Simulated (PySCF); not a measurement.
# HKS (Metal Hydrosulfide): the cost of one run

Programs: PySCF 2.14.0, with density-fitted response routines of our own. Each step states its level of theory. These are calculated values for one molecule in the gas phase, unless marked as measured. Atoms are numbered from 0 throughout.

## Step 1: The molecule as given

3 atoms, charge 0, multiplicity 1; geometry from: GFN2-xTB.

Bonds of the start (Å): S0–K1 2.85, S0–H2 1.32.

## Step 2: Relaxing the molecule at PBE0-D3(BJ)/def2-SVP

The job: settings as JSON, then the geometry in Å.

```
{"job": {"xc": "PBE0", "basis": "def2-SVP", "d3": "d3bj", "grid": 1, "kind": "geom"}, "charge": 0, "multiplicity": 1}
S     -0.679020     0.647230    -0.004790
K      2.054730    -0.162700    -0.022990
H     -1.352750    -0.489610     0.002670
```

Command:

```console
OMP_NUM_THREADS=1 python probes_run.py task.json out
```

The driver reads the jobs from task.json and runs them one after another.

**Question.** How long does this first job take on 1 thread of Arm Neoverse V1, shared host, and how much memory does it need?

About 2.8 s, with a peak of 0.24 GiB.
